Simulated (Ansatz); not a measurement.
# CH₇N₃Si: up Jacob's ladder to CCSD(T)

One table from this session's results is given with a row withheld; the runs are named, their logs left out.

Method: functionals in def2-TZVPP, the program's frozen cores in correlated methods; program: Ansatz 0.2.0, Gaussian basis.

Plan: PBE-D4, r2SCAN-D4, PBE0-D4, B3LYP-D4, ωB97X-V, ωB97M-V, B2PLYP; CCSD(T)/def2-TZVPP; MP2/def2-QZVPP; extrapolation to the limit.

### The relaxed structure

All runs share one geometry, relaxed beforehand with PBE0-D4 in a triple-zeta def2 set.

SMILES `N/C=N/[SiH2]N`, 12 atoms, charge 0, spin multiplicity 1.

Atoms are counted from 1 here; the program's logs count them from 0.

Bond lengths: N1–C2 1.351 Å, N1–H6 1.002 Å, N1–H7 1.006 Å, C2–N3 1.267 Å, C2–H8 1.103 Å, N3–Si4 1.722 Å, Si4–N5 1.716 Å, Si4–H9 1.497 Å, Si4–H10 1.485 Å, N5–H11 1.008 Å, N5–H12 1.008 Å. Angles: C2–N1–H6 121.2°, C2–N1–H7 118.8°, H6–N1–H7 119.4°, N1–C2–N3 123.6°, N1–C2–H8 112.3°, N3–C2–H8 124.2°, C2–N3–Si4 123.3°, N3–Si4–N5 115.8°, N3–Si4–H9 109.0°, N3–Si4–H10 108.1°, N5–Si4–H9 107.0°, N5–Si4–H10 106.0°, H9–Si4–H10 111.0°, Si4–N5–H11 119.1°, Si4–N5–H12 119.7°, H11–N5–H12 110.5°.

Coordinates:

| atom | x (Å) | y (Å) | z (Å) |
| --- | --- | --- | --- |
| N1 | -1.9542 | 1.6157 | -0.5767 |
| C2 | -1.0747 | 0.5903 | -0.6151 |
| N3 | -0.4625 | 0.1538 | 0.4049 |
| Si4 | 0.6718 | -1.1401 | 0.3446 |
| N5 | 2.2656 | -0.7588 | 0.8536 |
| H6 | -2.4759 | 1.8829 | -1.3896 |
| H7 | -2.1887 | 2.0192 | 0.3140 |
| H8 | -0.9461 | 0.1879 | -1.6337 |
| H9 | 0.7696 | -1.6370 | -1.0644 |
| H10 | 0.1966 | -2.2119 | 1.2555 |
| H11 | 2.4490 | -0.6308 | 1.8361 |
| H12 | 2.8265 | -0.1265 | 0.3048 |

The first run:

The input, in.yaml:

```yaml
crystal:
  periodic: [false, false, false]
  atoms:
    - {symbol: N, position_ang: [-1.954227, 1.615740, -0.576722]}
    - {symbol: C, position_ang: [-1.074720, 0.590348, -0.615089]}
    - {symbol: N, position_ang: [-0.462468, 0.153805, 0.404947]}
    - {symbol: Si, position_ang: [0.671793, -1.140122, 0.344616]}
    - {symbol: N, position_ang: [2.265611, -0.758752, 0.853564]}
    - {symbol: H, position_ang: [-2.475885, 1.882908, -1.389645]}
    - {symbol: H, position_ang: [-2.188722, 2.019202, 0.314006]}
    - {symbol: H, position_ang: [-0.946064, 0.187878, -1.633727]}
    - {symbol: H, position_ang: [0.769587, -1.637042, -1.064434]}
    - {symbol: H, position_ang: [0.196630, -2.211932, 1.255475]}
    - {symbol: H, position_ang: [2.448961, -0.630752, 1.836079]}
    - {symbol: H, position_ang: [2.826506, -0.126482, 0.304830]}
basis:
  gaussian: {orbitals: def2-TZVPP}
hamiltonian: {xc: pbe, dispersion: d4}
output: {forces: true, orbitals: {seedname: orbitals}}
```

The run is started by

```console
ansatz run in.yaml --threads 4 --pin off --events-out ev --progress --plain --max-ram 10444MiB
```

Steps of the session up to this table: PBE-D4 (GGA); r2SCAN-D4 (meta-GGA); PBE0-D4 (hybrid); B3LYP-D4 (hybrid); ωB97X-V (range-separated); ωB97M-V (range-separated); B2PLYP (double hybrid); CCSD(T) in def2-TZVPP; MP2 in def2-QZVPP.

One of the session's tables, all rows but one given; the rest of the session is left out.

| method | atomisation energy (eV) |
| --- | --- |
| PBE-D4 | 46.426 |
| r2SCAN-D4 | 45.096 |
| PBE0-D4 | 45.287 |
| B3LYP-D4 | 45.632 |
| ωB97X-V | 45.586 |
| ωB97M-V | 45.560 |
| B2PLYP | 44.927 |
| HF/def2-TZVPP | 30.658 |
| MP2/def2-TZVPP | 44.315 |
| CCSD/def2-TZVPP | 42.908 |
| CCSD(T)/def2-TZVPP | 43.678 |
| MP2/CBS | 45.856 |
| CCSD(T)/CBS | ? |

Estimate the missing values for CCSD(T)/CBS.

The run gave: atomisation energy (eV): 45.220. In the column «atomisation energy (eV)» it lies between r2SCAN-D4 (45.096) and PBE0-D4 (45.287).
